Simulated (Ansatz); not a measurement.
# K2BaF: the cost of one run

Method: DFT PBE, scalar-relativistic, plane waves, PAW, in Ansatz 0.2.0.

### Step 1. Starting point

The structure is orthorhombic, space group Cmmm (No. 65). Conventional cell: a = 5.251 Å, b = 9.095 Å, c = 2.695 Å, α = 90.00°, β = 90.00°, γ = 90.00°. K (site symmetry 2/m) is surrounded by 4 K at 2.63 to 2.69 Å and 2 F at 2.63 Å and 4 Ba at 2.95 Å. Around Ba (site symmetry mmm) lie 2 Ba at 2.69 Å and 4 F at 2.95 Å and 8 K at 2.95 Å. Around F (site symmetry mmm) lie 4 K at 2.63 Å and 2 F at 2.69 Å and 4 Ba at 2.95 Å.

As a file:

```cif
data_structure
_symmetry_space_group_name_H-M 'P 1'
_symmetry_Int_Tables_number 1
_cell_length_a 5.2512
_cell_length_b 5.2512
_cell_length_c 2.6950
_cell_angle_alpha 90.000
_cell_angle_beta 90.000
_cell_angle_gamma 120.000
_cell_volume 64.36
loop_
_atom_site_label
_atom_site_type_symbol
_atom_site_fract_x
_atom_site_fract_y
_atom_site_fract_z
_atom_site_occupancy
K1 K 0.00000 0.50000 0.00000 1
K2 K 0.50000 0.00000 0.00000 1
Ba1 Ba 0.00000 0.00000 0.50000 1
F1 F 0.50000 0.50000 0.00000 1
```

Recipe of the guess: 6-connected net, two elements spread over the vertices, guests in its cages (Cmmm, No. 65). Lengths come from tabulated atomic sizes and are only a guess.

### Step 2. A first look at the guess

Contents of input.yaml:

```yaml
crystal:
  lattice:
    - [2.62559262, -4.54765982, 0.0]
    - [2.62559262, 4.54765982, 0.0]
    - [0.0, 0.0, 2.69499876]
  atoms:
    - { symbol: K, position: [0.0, 0.5, 0.0] }
    - { symbol: K, position: [0.5, 0.0, 0.0] }
    - { symbol: Ba, position: [0.0, 0.0, 0.5] }
    - { symbol: F, position: [0.5, 0.5, 0.0] }
basis:
  ecutwfc: 420
kpoints:
  mp_grid: { grid: [6, 6, 6] }
hamiltonian:
  xc: pbe
scf:
  occupations: { method: gaussian, width: 0.1 }
  lower_state_search: "off"
output:
  forces: true
  stress: true
  eigenvalues: true
```

Started as:

```sh
ansatz run input.yaml --threads 1 --pin off --max-ram 2560MiB --backend cpu --events-out ev --progress --plain --runs-dir out
```

Q: Estimate wall time and peak memory on 1 thread of Arm Neoverse V1, shared host.

About 8.1 s, with a peak of 0.35 GiB.
